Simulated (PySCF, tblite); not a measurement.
**C7H9PSi: infrared bands and NMR shifts**

Wanted: the infrared bands and NMR shifts of C7H9PSi (`[H]/P=C(/[SiH3])c1ccccc1`), by calculation.

Programs: tblite 0.8.0 and PySCF 2.14.0, with density-fitted response routines of our own. Each step states its level of theory. These are calculated values for one molecule in the gas phase, unless marked as measured. Atoms are numbered from 0 throughout.

### 1 The starting structure

18 atoms, charge 0, multiplicity 1; geometry from: GFN2-xTB.

Bonds of the start (Å): Si0–C1 1.89, C1–P2 1.69, C1–C3 1.45, C3–C4 1.40, C4–C5 1.38, C5–C6 1.39, C6–C7 1.38, C7–C8 1.38, C8–C3 1.40, Si0–H9 1.46, Si0–H10 1.46, Si0–H11 1.47, P2–H12 1.41, C4–H13 1.08, C5–H14 1.08, C6–H15 1.08, C7–H16 1.08, C8–H17 1.08.

### 2 Infrared spectrum with GFN2-xTB

Job settings and geometry (Å):

```
{"job": {"kind": "ir", "xc": "GFN2-xTB", "basis": "xTB"}, "charge": 0, "multiplicity": 1}
Si    -2.783090    -0.121889    -0.771697
C     -1.442210    -0.492012     0.513702
P     -1.954045    -1.223524     1.949087
C     -0.063883    -0.123448     0.238456
C      0.230459     1.063585    -0.435603
C      1.537996     1.417719    -0.702962
C      2.580037     0.586955    -0.323047
C      2.302886    -0.602937     0.329028
C      0.996473    -0.952609     0.608738
H     -3.918104    -1.000840    -0.499321
H     -2.229402    -0.365013    -2.105852
H     -3.208877     1.279610    -0.673107
H     -0.720432    -1.227391     2.630310
H     -0.577767     1.718326    -0.727161
H      1.747976     2.345141    -1.215535
H      3.601226     0.862314    -0.540043
H      3.108575    -1.262000     0.618269
H      0.783424    -1.895670     1.095083
```

**Question.** This job is followed by: GIAO PBE0/pcSseg-1 NMR shielding, non-relativistic, gas phase. Predict these results of the whole session: strongest single infrared mode (GFN2-xTB); zero-point energy (GFN2-xTB); ¹³C shifts against TMS (PBE0/pcSseg-1, means over atoms taken as alike); ¹H shifts against TMS (PBE0/pcSseg-1, means over atoms taken as alike); ²⁹Si shifts against TMS (PBE0/pcSseg-1); ³¹P shifts against H3PO4 (PBE0/pcSseg-1).

**Answer**, as computed:

```
                                                               quantity                                  value
                              strongest single infrared mode (GFN2-xTB)                   793 cm⁻¹, 330 km/mol
                                           zero-point energy (GFN2-xTB)                          79.3 kcal/mol
¹³C shifts against TMS (PBE0/pcSseg-1, means over atoms taken as alike)  226.8, 155.3, 134.7, 133.7, 130.8 ppm
 ¹H shifts against TMS (PBE0/pcSseg-1, means over atoms taken as alike)       7.90, 7.63, 7.58, 7.56, 4.73 ppm
                                ²⁹Si shifts against TMS (PBE0/pcSseg-1)                              -69.5 ppm
                               ³¹P shifts against H3PO4 (PBE0/pcSseg-1)                              317.3 ppm
```

**Reading.** All 48 modes are real, so the xTB geometry is a minimum. The strongest single mode, at 793 cm⁻¹, moves mainly H11 and H9. Unscaled tight-binding wavenumbers are off by several per cent, some by more. Its intensities can rank the bands wrongly. At PBE0/pcSseg-1: Shielding is most anisotropic at P2 (span 861 ppm, paramagnetic term -966 ppm). NICS(1)zz of -27 ppm above the planar ring from C3 marks a diatropic (aromatic) ring current.
